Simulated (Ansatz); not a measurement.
# Te3WCl2: one candidate of a structure search, part 2 of 2

Where does this trial cell of Te3WCl2 go when cell and atoms are let free?

Ansatz 0.2.0; DFT PBE, scalar-relativistic, plane waves, PAW. The steps go on from the part before.

### 4 Final relaxation

The end of the coarse run is made exact in the group found at a tolerance of 0.06 Å and reduced to its primitive cell.

File input.yaml:

```yaml
crystal:
  lattice:
    - [5.7747929569, 0.0, 0.0]
    - [0.0, 5.7747929569, 0.0]
    - [0.0, 0.0, 8.3199611187]
  atoms:
    - { symbol: Te, position: [0.5, 0.0, 0.5] }
    - { symbol: Te, position: [0.0, 0.5, 0.5] }
    - { symbol: Te, position: [0.5, 0.5, 0.5] }
    - { symbol: W, position: [0.0, 0.0, 0.5] }
    - { symbol: Cl, position: [0.0, 0.0, 0.7752500698] }
    - { symbol: Cl, position: [0.0, 0.0, 0.2247499302] }
basis:
  ecutwfc: 420
kpoints:
  mp_grid: { grid: [8, 8, 6] }
hamiltonian:
  xc: pbe
scf:
  occupations: { method: gaussian, width: 0.1 }
output:
  forces: true
  stress: true
  eigenvalues: true
relax:
  adjacent_minimum: "off"
  f_tol: 0.01
  max_steps: 80
  cell: { stress_tol: 0.05 }
```

The run is started by

```bash
ansatz run input.yaml --threads 1 --pin off --max-ram 2560MiB --backend cpu --events-out ev --progress --plain --runs-dir out
```

Standard output:

```text
Warning: RAYON_NUM_THREADS=1 ignored (pool sized by the plan → 1); use --threads N
Engine: ansatz 0.2.0, x86_64-unknown-linux-gnu
Pseudopotentials: kind: paw
Pseudopotential: Te, paw, valence charge 16, recommended cutoff 420 eV (normal), Te.paw.azcp
Pseudopotential: W, paw, valence charge 14, recommended cutoff 420 eV (normal), W.paw.azcp
Pseudopotential: Cl, paw, valence charge 7, recommended cutoff 420 eV (normal), Cl.paw.azcp
Functional definition: PBE
  parameter kappa = 0.804
  parameter beta = 0.06672455060314922
  exchange = pbe_x(kappa = kappa, mu = beta*pi^2/3)
  correlation = pbe_c(beta = beta)
Crystal: 6 atoms, lattice volume = 277.456 Å³
Basis set: ecut = 420 eV, 5447 PW (Γ), exchange–correlation on 80×80×120 points (8 copies of the dense FFT grid, shifted against one another)
Bands: 46, of which v1, the nominal top of the filled ones, is band 38 counted from 1 (37 counted from 0)
Symmetry: 16 space group operations
Space group: P4/mmm (ITA 123), of the structure as read, at distance tolerance 6.5e-5 Å
k-points: 60 of 384
Non-local potential: Te, projectors of the file, l = 0: 2, l = 1: 2, l = 2: 2, l = 3: 2
Non-local potential: W, projectors of the file, l = 0: 3, l = 1: 2, l = 2: 2, l = 3: 1
Non-local potential: Cl, projectors of the file, l = 0: 2, l = 1: 2, l = 2: 2
PAW form: soft (Blöchl's): semilocal exchange-correlation on the pseudo side does not see the compensation charge
PAW one-centre angular grid: Te, 590 points (default); XC on 64 Gauss nodes
PAW one-centre angular grid: W, 590 points (default); XC on 64 Gauss nodes
PAW one-centre angular grid: Cl, 110 points (default); XC on 64 Gauss nodes
Initial density: superposition of atomic densities (neutral atoms: chi_scale 0, normalization atom), corrected by the library's trained network
Initial wavefunctions: pseudopotential atomic-orbital guess
Functional: x = pbe(κ = 0.804, μ = 0.2195149727645171), c = pbe(β = 0.06672455060314922)
SCF iter   1: F=—  HF=-33483.662980 eV  |F-HF|=—  |Δ(HF+E_count)|=         —  Δρ=4.95e-3  dr2=1.23e-1  ethr=1.77e-3  ⟨swp⟩=8.5  Hψ=12031  notcnv=0
preconditioner: auto → LDOS  [metal: Δε(μ)=0.053 eV  Ē_g=8.324 eV  σ=0.100 eV  W_gap=0.29  n_scr=48 (ndim 8)  ℏωp=13.7 eV  f_vac=0.386  D(μ)=4.27/eV (n_scr^D=20)  β→1.0]
SCF iter   2: F=—  HF=-33483.645412 eV  |F-HF|=—  |Δ(HF+E_count)|=   1.76e-2  Δρ=2.18e-3  dr2=1.95e-2  ethr=1.62e-4  ⟨swp⟩=2.4  Hψ=4475  notcnv=0  defer=92
SCF iter   3: F=—  HF=-33483.641487 eV  |F-HF|=—  |Δ(HF+E_count)|=   3.93e-3  Δρ=6.39e-4  dr2=2.29e-3  ethr=2.57e-5  ⟨swp⟩=2.0  Hψ=3751  notcnv=0  defer=92
SCF iter   4: F=—  HF=-33483.641178 eV  |F-HF|=—  |Δ(HF+E_count)|=   3.09e-4  Δρ=2.24e-4  dr2=2.79e-4  ethr=3.02e-6  ⟨swp⟩=2.0  Hψ=3607  notcnv=0  defer=92
SCF iter   5: F=—  HF=-33483.641119 eV  |F-HF|=—  |Δ(HF+E_count)|=   5.87e-5  Δρ=8.09e-5  dr2=3.65e-5  ethr=3.67e-7  ⟨swp⟩=2.0  Hψ=3781  notcnv=0  defer=92
SCF iter   6: F=—  HF=-33483.640938 eV  |F-HF|=—  |Δ(HF+E_count)|=   1.81e-4  Δρ=1.45e-5  dr2=5.11e-7  ethr=4.81e-8  ⟨swp⟩=2.0  Hψ=3646  notcnv=0  defer=92
SCF iter   7: F=-33483.640939 eV  HF=-33483.640939 eV  |F-HF|=3.51e-9  |Δ(HF+E_count)|=   3.64e-7  Δρ=3.76e-6  dr2=3.51e-8  ethr=1.32e-10  ⟨swp⟩=13.1  Hψ=13172  notcnv=0
SCF 1 converged in 7 iterations: F = -33483.640939 eV  dr2 = 3.51e-8
relax step   1: F+E_penalty+E_count = -33483.64093877 eV  Δ(F+E_penalty+E_count) = +0.000e0 eV  max|allowed force component| = 1.452e-2 eV/Å  Δτ_max = 0.0000 Å  P = +0.142 GPa  Ω = 277.456 Å³  (7 SCF iters, dr2 threshold 1.00e-7 eV, accepted)
Crystal: 6 atoms, lattice volume = 279.841 Å³
Basis set: ecut = 420 eV, 5479 PW (Γ), exchange–correlation on 80×80×120 points (8 copies of the dense FFT grid, shifted against one another)
Initial density: handed on by an earlier stage of this run
Initial wavefunctions: those handed on with the density
iter 1 solved again at ethr=2.73e-6 eV; its pass at ethr=3.10e-3 eV (dr2=2.08e-3 eV) is discarded
SCF iter   1: F=—  HF=-33483.642015 eV  |F-HF|=—  |Δ(HF+E_count)|=         —  Δρ=4.20e-4  dr2=1.85e-3  ethr=2.73e-6  ⟨swp⟩=2.0  Hψ=12485  notcnv=0
preconditioner: auto → LDOS  [metal: Δε(μ)=0.014 eV  Ē_g=8.338 eV  σ=0.100 eV  W_gap=0.08  n_scr=48 (ndim 8)  ℏωp=13.7 eV  f_vac=0.388  D(μ)=4.12/eV (n_scr^D=20)  β→1.0]
SCF iter   2: F=—  HF=-33483.641789 eV  |F-HF|=—  |Δ(HF+E_count)|=   2.26e-4  Δρ=3.00e-4  dr2=5.50e-4  ethr=2.44e-6  ⟨swp⟩=2.0  Hψ=3607  notcnv=0
SCF iter   3: F=—  HF=-33483.641648 eV  |F-HF|=—  |Δ(HF+E_count)|=   1.41e-4  Δρ=8.67e-5  dr2=3.24e-5  ethr=7.24e-7  ⟨swp⟩=2.0  Hψ=3857  notcnv=0
SCF iter   4: F=—  HF=-33483.641465 eV  |F-HF|=—  |Δ(HF+E_count)|=   1.83e-4  Δρ=1.72e-5  dr2=1.31e-6  ethr=4.27e-8  ⟨swp⟩=2.0  Hψ=3877  notcnv=0
SCF iter   5: F=—  HF=-33483.641465 eV  |F-HF|=—  |Δ(HF+E_count)|=   7.73e-8  Δρ=5.27e-6  dr2=1.21e-7  ethr=1.73e-9  ⟨swp⟩=2.0  Hψ=3646  notcnv=0
SCF iter   6: F=-33483.641465 eV  HF=-33483.641465 eV  |F-HF|=9.46e-9  |Δ(HF+E_count)|=  4.37e-11  Δρ=1.37e-6  dr2=1.17e-8  ethr=7.15e-11  ⟨swp⟩=7.7  Hψ=11379  notcnv=0
SCF 2 converged in 6 iterations: F = -33483.641465 eV  dr2 = 1.17e-8
relax step   2: F+E_penalty+E_count = -33483.64146519 eV  Δ(F+E_penalty+E_count) = -5.264e-4 eV  max|allowed force component| = 2.041e-2 eV/Å  Δτ_max = 0.0074 Å  P = -0.058 GPa  Ω = 279.841 Å³  energy of the carried Pulay correction = -2.014e-4 eV  (6 SCF iters, dr2 threshold 5.44e-8 eV, accepted)
Crystal: 6 atoms, lattice volume = 280.361 Å³
iter 1 solved again at ethr=4.01e-7 eV; its pass at ethr=3.10e-3 eV (dr2=3.05e-4 eV) is discarded
SCF iter   1: F=—  HF=-33483.642164 eV  |F-HF|=—  |Δ(HF+E_count)|=         —  Δρ=2.43e-4  dr2=2.44e-4  ethr=4.01e-7  ⟨swp⟩=3.0  Hψ=13325  notcnv=0
preconditioner: auto → LDOS  [metal: Δε(μ)=0.011 eV  Ē_g=8.341 eV  σ=0.100 eV  W_gap=0.06  n_scr=48 (ndim 8)  ℏωp=13.7 eV  f_vac=0.389  D(μ)=4.15/eV (n_scr^D=20)  β→1.0]
SCF iter   2: F=—  HF=-33483.642140 eV  |F-HF|=—  |Δ(HF+E_count)|=   2.38e-5  Δρ=1.74e-4  dr2=1.34e-4  ethr=3.22e-7  ⟨swp⟩=2.0  Hψ=3876  notcnv=0
SCF iter   3: F=—  HF=-33483.642097 eV  |F-HF|=—  |Δ(HF+E_count)|=   4.37e-5  Δρ=3.16e-5  dr2=3.22e-6  ethr=1.77e-7  ⟨swp⟩=2.0  Hψ=3856  notcnv=0
SCF iter   4: F=—  HF=-33483.641917 eV  |F-HF|=—  |Δ(HF+E_count)|=   1.80e-4  Δρ=6.05e-6  dr2=7.77e-8  ethr=4.23e-9  ⟨swp⟩=2.0  Hψ=3890  notcnv=0
SCF iter   5: F=-33483.641917 eV  HF=-33483.641917 eV  |F-HF|=5.31e-10  |Δ(HF+E_count)|=   2.96e-8  Δρ=1.41e-6  dr2=5.59e-9  ethr=3.43e-11  ⟨swp⟩=7.4  Hψ=11448  notcnv=0
SCF 3 converged in 5 iterations: F = -33483.641917 eV  dr2 = 5.59e-9
relax step   3: F+E_penalty+E_count = -33483.64191674 eV  Δ(F+E_penalty+E_count) = -4.515e-4 eV  max|allowed force component| = 3.761e-3 eV/Å  Δτ_max = 0.0072 Å  P = -0.013 GPa  Ω = 280.361 Å³  energy of the carried Pulay correction = -2.451e-4 eV  (5 SCF iters, dr2 threshold 2.60e-8 eV, accepted)
[... 11 lines left out ...]
relax step   4: F+E_penalty+E_count = -33483.64215560 eV  Δ(F+E_penalty+E_count) = -2.389e-4 eV  max|allowed force component| = 4.926e-2 eV/Å  Δτ_max = 0.0070 Å  P = -0.038 GPa  Ω = 281.383 Å³  energy of the carried Pulay correction = -3.308e-4 eV  (6 SCF iters, dr2 threshold 7.29e-9 eV, accepted)
[... 10 lines left out ...]
relax step   5: F+E_penalty+E_count = -33483.64263075 eV  Δ(F+E_penalty+E_count) = -4.751e-4 eV  max|allowed force component| = 5.658e-4 eV/Å  Δτ_max = 0.0217 Å  P = +0.008 GPa  Ω = 283.723 Å³  energy of the carried Pulay correction = -5.256e-4 eV  (5 SCF iters, dr2 threshold 1.52e-7 eV, accepted)
[... 13 lines left out ...]
relax step   6: F+E_penalty+E_count = -33483.64264417 eV  Δ(F+E_penalty+E_count) = -1.342e-5 eV  max|allowed force component| = 7.345e-3 eV/Å  Δτ_max = 0.0167 Å  P = +0.014 GPa  Ω = 285.787 Å³  energy of the carried Pulay correction = -6.961e-4 eV  (8 SCF iters, accepted)
[... 12 lines left out ...]
relax step   7: F+E_penalty+E_count = -33483.64259961 eV  Δ(F+E_penalty+E_count) = +4.457e-5 eV  max|allowed force component| = 2.076e-3 eV/Å  Δτ_max = 0.0059 Å  P = +0.004 GPa  Ω = 286.616 Å³  energy of the carried Pulay correction = -7.642e-4 eV  (7 SCF iters, accepted)
Initial wavefunctions: pseudopotential atomic-orbital guess (no wavefunctions were taken with the density)
iter 1 solved again at ethr=3.70e-7 eV; its pass at ethr=3.10e-3 eV (dr2=2.81e-4 eV) is discarded
SCF iter   1: F=—  HF=-33483.639201 eV  |F-HF|=—  |Δ(HF+E_count)|=         —  Δρ=1.63e-4  dr2=3.19e-6  ethr=3.70e-7  ⟨swp⟩=3.8  Hψ=19162  notcnv=0
preconditioner: auto → LDOS  [metal: Δε(μ)=0.009 eV  Ē_g=8.334 eV  σ=0.100 eV  W_gap=0.05  n_scr=48 (ndim 8)  ℏωp=13.5 eV  f_vac=0.400  D(μ)=4.12/eV (n_scr^D=20)  β→1.0]
SCF iter   2: F=—  HF=-33483.643389 eV  |F-HF|=—  |Δ(HF+E_count)|=   4.19e-3  Δρ=1.46e-5  dr2=1.81e-6  ethr=4.20e-9  ⟨swp⟩=3.1  Hψ=6183  notcnv=0
SCF iter   3: F=—  HF=-33483.643384 eV  |F-HF|=—  |Δ(HF+E_count)|=   4.32e-6  Δρ=8.37e-6  dr2=1.37e-7  ethr=2.39e-9  ⟨swp⟩=2.4  Hψ=3912  notcnv=0
SCF iter   4: F=—  HF=-33483.643388 eV  |F-HF|=—  |Δ(HF+E_count)|=   3.38e-6  Δρ=3.04e-6  dr2=3.66e-8  ethr=1.80e-10  ⟨swp⟩=3.0  Hψ=4465  notcnv=0
SCF iter   5: F=—  HF=-33483.643388 eV  |F-HF|=—  |Δ(HF+E_count)|=   4.79e-8  Δρ=6.61e-7  dr2=4.23e-9  ethr=4.82e-11  ⟨swp⟩=2.0  Hψ=3866  notcnv=0
SCF iter   6: F=—  HF=-33483.643388 eV  |F-HF|=—  |Δ(HF+E_count)|=   5.40e-9  Δρ=1.87e-7  dr2=1.82e-10  ethr=5.56e-12  ⟨swp⟩=2.0  Hψ=3539  notcnv=0
SCF iter   7: F=-33483.643388 eV  HF=-33483.643388 eV  |F-HF|=4.37e-11  |Δ(HF+E_count)|=   3.26e-9  Δρ=5.17e-8  dr2=1.60e-11  ethr=1.00e-12  ⟨swp⟩=8.3  Hψ=11050  notcnv=0
SCF 8 converged in 7 iterations: F = -33483.643388 eV  dr2 = 1.60e-11
relax step   8: F+E_penalty+E_count = -33483.64338771 eV  Δ(F+E_penalty+E_count) = -7.881e-4 eV  max|allowed force component| = 1.890e-3 eV/Å  Δτ_max = 0.0000 Å  P = +0.004 GPa  Ω = 286.616 Å³  stress off target by 6.32e-3 GPa  SCF on the basis re-selected at this cell (its energy is not comparable with the rows above)  (7 SCF iters)
basis re-selected at this cell: Δ(F+E_penalty+E_count) = -7.881e-4 eV, ΔP = -0.001 GPa vs the last step (what re-selecting the basis moved, of the pressure what is left beyond the Pulay correction that the steps carried, after the strain that the cell walked since its last selection, with what the two solves' SCF thresholds leave and, on support functions, any second-order correction that the steps lacked; it is no measure of the basis error at this ecutwfc). This SCF's stress stands 6.32e-3 GPa from its target on what of the cell is left free (relax.cell.stress_tol is 5.00e-2 GPa) and its largest allowed force component is 1.89e-3 eV/Å (relax.f_tol is 1.00e-2 eV/Å): within both
SCF converged after 7 iterations
Free energy (F): -33483.643388 eV
Harris-Foulkes:  -33483.643388 eV  (|F-HF|=4.37e-11)
Internal energy: -33483.622808 eV  (E = F + TS)
E sigma→0 (E₀):  -33483.633098 eV
Entropy (-TS):   -0.020580 eV (-3.430 meV/atom)
Fermi energy:    2.724645 eV
--- Per-component energies (eV) ---
  E_band       = -1507.185577
  E_kinetic    = 1308.222447
  E_local      = -12770.608662  (includes V_loc(G=0)·N_el)
  E_nonlocal   = -871.518721
  E_hartree    = 6437.551808
  E_xc         = -849.254036
  E_vxc        = -788.757739  (∫ρ·V_xc dr)
  E_paw        = -23868.697741  (= ΣΔE_a)
  E_vpaw       = -1259.626100  (= ΣTr[D̂ρ^β])
  E_aug_tail   = -0.000416  (compensation charges beyond the density's cutoff)
  E_ewald      = -2869.317487
  E_smearing   = -0.020580  (= −TS)
  E_closure    = 0.000000  (closes the sum)
  Σ components = -33483.643388   (vs F -33483.643388, Δ=0.00e0)
--- Forces (eV/Å), atoms counted from 1 ---
  atom   1  Te     0.00000000     0.00000000     0.00000000
  atom   2  Te    -0.00000000     0.00000000     0.00000000
  atom   3  Te    -0.00000000    -0.00000000     0.00000000
  atom   4  W      0.00000000    -0.00000000     0.00000000
  atom   5  Cl     0.00000000     0.00000000     0.00189013
  atom   6  Cl     0.00000000     0.00000000    -0.00189013
  max |Σ_I F_I| component: 2.17e-19 eV/Å
--- Stress (GPa, compression-positive) ---
        0.002714       0.000000       0.000000
        0.000000       0.002714       0.000000
        0.000000       0.000000       0.006317
  P = ⅓ Tr σ = 0.0039 GPa (0.039 kbar)
--- Band table (eV; the first three rows and the last of 60) ---
  k-point 0: bands = ["-72.3183", "-36.9756", "-36.2930", "-36.2930", "-34.4403", "-34.3655", "-34.3491", "-34.3124", "-34.2748", "-34.2526", "-34.2526", "-34.2266", "-34.1488", "-34.1469", "-34.1469", "-34.1408", "-34.1408", "-34.1381", "-34.0913", "-13.2077", "-12.7350", "-10.3464", "-8.1723", "-6.1273", "-3.1777", "-2.9275", "-2.9275", "-1.5006", "-1.5006", "-1.2802", "-0.9646", "-0.9646", "-0.1356", "1.0611", "1.0611", "1.5785", "1.5857", "2.7317", "2.9489", "2.9589", "2.9589", "3.2579", "6.3246", "7.4475", "7.6522", "7.6522"]
  k-point 1: bands = ["-72.3183", "-36.9756", "-36.2930", "-36.2930", "-34.4403", "-34.3655", "-34.3491", "-34.3124", "-34.2748", "-34.2526", "-34.2526", "-34.2266", "-34.1488", "-34.1469", "-34.1469", "-34.1408", "-34.1408", "-34.1381", "-34.0913", "-13.2020", "-12.7422", "-10.3462", "-8.1723", "-6.1269", "-3.1325", "-2.9272", "-2.9272", "-1.5077", "-1.5077", "-1.3399", "-0.9561", "-0.9561", "-0.1555", "1.0657", "1.0657", "1.5777", "1.5857", "2.7317", "2.9460", "2.9460", "2.9526", "3.2544", "6.4608", "7.5720", "7.6532", "7.6532"]
  k-point 2: bands = ["-72.3183", "-36.9756", "-36.2930", "-36.2930", "-34.4403", "-34.3655", "-34.3491", "-34.3124", "-34.2748", "-34.2526", "-34.2526", "-34.2266", "-34.1488", "-34.1469", "-34.1469", "-34.1408", "-34.1408", "-34.1381", "-34.0913", "-13.1899", "-12.7571", "-10.3459", "-8.1723", "-6.1261", "-3.0315", "-2.9266", "-2.9266", "-1.5213", "-1.5213", "-1.4725", "-0.9397", "-0.9397", "-0.1906", "1.0751", "1.0751", "1.5762", "1.5857", "2.7317", "2.9201", "2.9201", "2.9595", "3.2477", "6.8301", "7.6552", "7.6552", "7.7645"]
  k-point 59: bands = ["-72.3183", "-36.9760", "-36.3027", "-36.3027", "-34.3440", "-34.3440", "-34.3157", "-34.3144", "-34.3144", "-34.3067", "-34.2465", "-34.2457", "-34.1526", "-34.1526", "-34.1415", "-34.1413", "-34.1364", "-34.1364", "-34.1119", "-13.1660", "-12.7602", "-8.8852", "-8.6227", "-8.6227", "-3.3626", "-2.3700", "-1.8462", "-1.8462", "-1.4096", "-1.0127", "-0.7041", "-0.7041", "0.8271", "1.0539", "1.2653", "1.5703", "1.5703", "1.8116", "1.8116", "3.2972", "3.2972", "4.5008", "6.7796", "7.1893", "7.8973", "7.8973"]
--- Relaxed structure (7 steps of the walk, 7 accepted, 1 SCFs on fresh bases) ---
  F+E_penalty+E_count = -33483.64338771 eV   max|allowed force component| = 1.890e-3 eV/Å   (the final SCF, on the basis selected at the relaxed cell)
  cell:  # Å, volume = 286.6156 Å³
    - [5.782887112168397, -2.13151735195945e-35, 0.0]
    - [-2.13151735195945e-35, 5.782887112168397, 0.0]
    - [0.0, 0.0, 8.570582420462106]
  atoms:
    - { symbol: Te, position: [0.5, 7.404353252192418e-38, 0.5] }
    - { symbol: Te, position: [-2.7588637180677762e-36, 0.5, 0.5] }
    - { symbol: Te, position: [0.5, 0.5, 0.5] }
    - { symbol: W, position: [-2.098324163336103e-37, -1.2238810702077597e-37, 0.5] }
    - { symbol: Cl, position: [9.621418475701196e-37, 3.666554308044453e-37, 0.7673249429035083] }
    - { symbol: Cl, position: [7.992969650476736e-37, 5.132158250746468e-37, 0.23267505709649172] }
```

It took 3.3 min on 1 thread of Intel Xeon 6975P-C (Granite Rapids), shared host; peak memory 0.91 GiB.

Relaxation path:

| step | energy from step 1 (eV/cell) | largest force component (eV/Å) | pressure (GPa) | volume (Å³) |
| --- | --- | --- | --- | --- |
| 1 | 0.0000 | 0.0145 | 0.14 | 277.46 |
| 2 | -0.0005 | 0.0204 | -0.06 | 279.84 |
| 3 | -0.0010 | 0.0038 | -0.01 | 280.36 |
| 4 | -0.0012 | 0.0493 | -0.04 | 281.38 |
| 5 | -0.0017 | 0.0006 | 0.01 | 283.72 |
| 6 | -0.0017 | 0.0073 | 0.01 | 285.79 |
| 7 | -0.0017 | 0.0021 | 0.00 | 286.62 |
| 8 | -0.0024 | 0.0019 | 0.00 | 286.62 |

Step 1 is the start. Step 8 repeats the geometry before it on a plane-wave basis chosen anew for that cell, so its energy need not be comparable with the rows above.

|  | before | after | change |
| --- | --- | --- | --- |
| a (Å) | 5.775 | 5.783 | +0.1 % |
| b (Å) | 5.775 | 5.783 | +0.1 % |
| c (Å) | 8.320 | 8.571 | +3.0 % |
| volume (Å³/atom) | 46.24 | 47.77 | +3.3 % |
| shortest distance (Å) | 2.290 | 2.291 | 0.0 % |
| space group (0.01 Å) | P4/mmm | P4/mmm | same |

The run keeps the 16 symmetry operations of the start, so it could not have lowered the symmetry.

### 5 Variant: mp_grid.shift [0.5, 0.5, 0.5]

File input.yaml:

```yaml
crystal:
  lattice:
    - [5.7828871122, 0.0, 0.0]
    - [0.0, 5.7828871122, 0.0]
    - [0.0, 0.0, 8.5705824205]
  atoms:
    - { symbol: Te, position: [0.5, 0.0, 0.5] }
    - { symbol: Te, position: [0.0, 0.5, 0.5] }
    - { symbol: Te, position: [0.5, 0.5, 0.5] }
    - { symbol: W, position: [0.0, 0.0, 0.5] }
    - { symbol: Cl, position: [0.0, 0.0, 0.7673249429] }
    - { symbol: Cl, position: [0.0, 0.0, 0.2326750571] }
basis:
  ecutwfc: 420
kpoints:
  mp_grid: { grid: [8, 8, 6], shift: [0.5, 0.5, 0.5] }
hamiltonian:
  xc: pbe
scf:
  occupations: { method: gaussian, width: 0.1 }
output:
  forces: true
  eigenvalues: true
  stress: true
```

The run is started by

```bash
ansatz run input.yaml --threads 1 --pin off --max-ram 2560MiB --backend cpu --events-out ev --progress --plain --runs-dir out
```

Standard output, shortened:

```text
Warning: RAYON_NUM_THREADS=1 ignored (pool sized by the plan → 1); use --threads N
[...]
[... 5 set-up lines as earlier in the session ...]
[...]
Crystal: 6 atoms, lattice volume = 286.616 Å³
Basis set: ecut = 420 eV, 5601 PW (Γ), exchange–correlation on 80×80×120 points (8 copies of the dense FFT grid, shifted against one another)
Bands: 46, of which v1, the nominal top of the filled ones, is band 38 counted from 1 (37 counted from 0)
[... 1 set-up line as earlier in the session ...]
Space group: P4/mmm (ITA 123), of the structure as read, at distance tolerance 6.6e-5 Å
k-points: 30 of 384
[...]
SCF iter   7: F=-33483.627916 eV  HF=-33483.627916 eV  |F-HF|=3.23e-8  |Δ(HF+E_count)|=   8.79e-8  Δρ=4.79e-6  dr2=4.94e-8  ethr=1.32e-10  ⟨swp⟩=11.8  Hψ=5806  notcnv=0
[...]
SCF converged after 7 iterations
Free energy (F): -33483.627916 eV
[...]
E sigma→0 (E₀):  -33483.623208 eV
Entropy (-TS):   -0.009416 eV (-1.569 meV/atom)
Fermi energy:    2.727591 eV
[...]
--- Forces (eV/Å), atoms counted from 1 ---
  atom   1  Te     0.00000000    -0.00000000    -0.00000000
  atom   2  Te     0.00000000     0.00000000     0.00000000
  atom   3  Te     0.00000000    -0.00000000    -0.00000000
  atom   4  W      0.00000000     0.00000000     0.00000000
  atom   5  Cl    -0.00000000     0.00000000     0.02127389
  atom   6  Cl     0.00000000     0.00000000    -0.02127389
[...]
--- Stress (GPa, compression-positive) ---
       -0.062516      -0.000000       0.000000
       -0.000000      -0.062516       0.000000
        0.000000       0.000000       0.055300
  P = ⅓ Tr σ = -0.0232 GPa (-0.232 kbar)
--- Band table (eV; the first three rows and the last of 30) ---
[...]
```

It took 12 s on 1 thread of Intel Xeon 6975P-C (Granite Rapids), shared host; peak memory 0.68 GiB.

```tsv
run	ending	energy change	pressure (GPa)	gap (eV)	force (eV/Å)	cycles	time
step 4	converged	0	0.0	0.00	0.00	-	3.3 min
variant	converged	+2.6 meV/atom	0.0	0.00	0.02	7	12 s
```

Changing the k-point mesh moves the energy by +2.6 meV/atom. The energy is not variational in the mesh, so the sign tells nothing.

### 6 Results

The summary covers parts 1 to 2. Changes of volume or cell count from the first structure of part 1.

| quantity | value |
| --- | --- |
| symmetry at the end (tolerance 0.05 Å) | space group P4/mmm (No. 123) |
| conventional cell | a = 5.783 Å, b = 5.783 Å, c = 8.571 Å, α = 90.00°, β = 90.00°, γ = 90.00° |
| volume | 47.77 Å³/atom |
| energy over the elements (uncorrected; H, N, O, F and Cl as molecules) | -0.01 eV/atom |
| gap on the mesh | none (metal) |

What this shows: The space group P4/mmm (No. 123) is kept, and the volume per atom grows by 44.2 % from the first guess. The formation energy of this structure is too near zero to say whether it is bound against the elements. No finished test with a distortion of lower symmetry is shown, so the end may be a saddle point. Spin-orbit coupling is left out for Te, W. Layers here are held mostly by dispersion, which this level lacks, so their spacing and the stiffness across them are unreliable there. Where forces pass 15 eV/Å atoms stand far too close, the PAW spheres overlap strongly and those numbers are rough. Other magnetic orders were not searched.
